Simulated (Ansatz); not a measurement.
# C3H3FO2Sn: a ladder of functionals and wavefunction methods

One table from this session's results is given with a row withheld; the runs are named, their logs left out.

Program: Ansatz 0.2.0, Gaussian basis. Level of theory: functionals in def2-TZVPP, the program's frozen cores in correlated methods. These are calculated values, not measurements.

Plan: LDA (SPW92), PBE-D4, revPBE-D4, BLYP-D4, r2SCAN-D4, B97M-V, PBE0-D4, B3LYP-D4, r2SCANh-D4, r2SCAN0-D4, HSE06-D4, BHLYP-D4, CAM-B3LYP-D4, LC-ωPBE, ωB97X-V, ωB97M-V, B2PLYP, PBE-QIDH; CCSD(T)/def2-SVP; CCSD(T)/def2-TZVPP; MP2/def2-QZVPP; extrapolation to the limit; RPA on PBE.

**The geometry**

All runs share one geometry, relaxed beforehand with PBE0-D4 in a triple-zeta def2 set. Sn takes the def2 core potential; no spin-orbit term is included.

SMILES `[F][Sn-]1[O]C=CC=[O+]1`, 10 atoms, charge 0, spin multiplicity 1.

Atoms are counted from 1 here; the program's logs count them from 0.

Bond lengths: F1–Sn2 1.949 Å, Sn2–O3 2.162 Å, Sn2–O7 2.162 Å, O3–C4 1.263 Å, C4–C5 1.390 Å, C4–H8 1.097 Å, C5–C6 1.390 Å, C5–H9 1.081 Å, C6–O7 1.263 Å, C6–H10 1.097 Å. Angles: F1–Sn2–O3 89.5°, F1–Sn2–O7 89.5°, O3–Sn2–O7 84.3°, Sn2–O3–C4 126.1°, O3–C4–C5 127.8°, O3–C4–H8 115.2°, C5–C4–H8 117.0°, C4–C5–C6 124.5°, C4–C5–H9 117.7°, C6–C5–H9 117.7°, C5–C6–O7 127.8°, C5–C6–H10 117.0°, O7–C6–H10 115.2°, Sn2–O7–C6 126.1°.

The first run:

File in.yaml:

```yaml
crystal:
  periodic: [false, false, false]
  atoms:
    - {symbol: F, position_ang: [1.332337, -2.405987, -0.373753]}
    - {symbol: Sn, position_ang: [0.848201, -1.770613, 1.404256]}
    - {symbol: O, position_ang: [-1.076280, -1.152116, 0.637802]}
    - {symbol: C, position_ang: [-1.293040, -0.170972, -0.128211]}
    - {symbol: C, position_ang: [-0.417267, 0.853580, -0.468305]}
    - {symbol: C, position_ang: [0.867519, 0.993524, 0.043639]}
    - {symbol: O, position_ang: [1.471488, 0.221239, 0.840632]}
    - {symbol: H, position_ang: [-2.303022, -0.125506, -0.554153]}
    - {symbol: H, position_ang: [-0.776243, 1.619066, -1.142271]}
    - {symbol: H, position_ang: [1.429406, 1.886583, -0.256837]}
basis:
  gaussian: {orbitals: def2-TZVPP}
hamiltonian: {xc: lda}
output: {orbitals: {seedname: orbitals}}
```

On the command line:

```sh
$ ansatz run in.yaml --threads 4 --pin off --events-out ev --progress --plain --max-ram 11315MiB
```

Among the steps run: LDA; PBE-D4 (GGA); revPBE-D4 (GGA); BLYP-D4 (GGA); r2SCAN-D4 (meta-GGA); B97M-V (meta-GGA); B3LYP-D4 (hybrid); r2SCANh-D4 (hybrid); r2SCAN0-D4 (hybrid); HSE06-D4 (hybrid); BHLYP-D4 (hybrid); CAM-B3LYP-D4 (range-separated); LC-ωPBE (range-separated); ωB97X-V (range-separated); ωB97M-V (range-separated); B2PLYP (double hybrid); PBE-QIDH (double hybrid).

One of the session's tables, all rows but one given; the rest of the session is left out.

It belongs to the step «Orbital energies across the functionals». 

| functional | HOMO (eV) | LUMO (eV) | gap (eV) |
| --- | --- | --- | --- |
| LDA (SPW92) | -6.67 | -3.29 | 3.38 |
| PBE-D4 | -6.42 | -3.00 | 3.42 |
| revPBE-D4 | -6.34 | -2.90 | 3.44 |
| BLYP-D4 | -6.27 | -2.86 | 3.42 |
| r2SCAN-D4 | -6.66 | -2.89 | 3.77 |
| B97M-V | -6.61 | -2.78 | 3.83 |
| PBE0-D4 | -7.51 | -2.10 | 5.40 |
| B3LYP-D4 | -7.30 | -2.31 | 5.00 |
| r2SCANh-D4 | ? | ? | ? |
| r2SCAN0-D4 | -7.68 | -2.04 | 5.65 |
| HSE06-D4 | -7.11 | -2.49 | 4.63 |
| BHLYP-D4 | -8.48 | -1.05 | 7.43 |
| CAM-B3LYP-D4 | -8.76 | -0.99 | 7.76 |
| LC-ωPBE | -9.99 | 0.10 | 10.09 |
| ωB97X-V | -9.67 | 0.09 | 9.76 |
| ωB97M-V | -9.61 | 0.02 | 9.63 |

Q: Estimate the row for r2SCANh-D4 from the others.

Worked estimate for «HOMO (eV)». Against the share of exact exchange, r2SCAN-D4 (0, -6.66), r2SCAN0-D4 (0.25, -7.68) give a slope of -4.08 per unit share; at 0.1 the line stands at -7.07.

**Answer.** HOMO (eV): -7.07; LUMO (eV): -2.55; gap (eV): 4.52. In «HOMO (eV)» the line misses by 0.00.
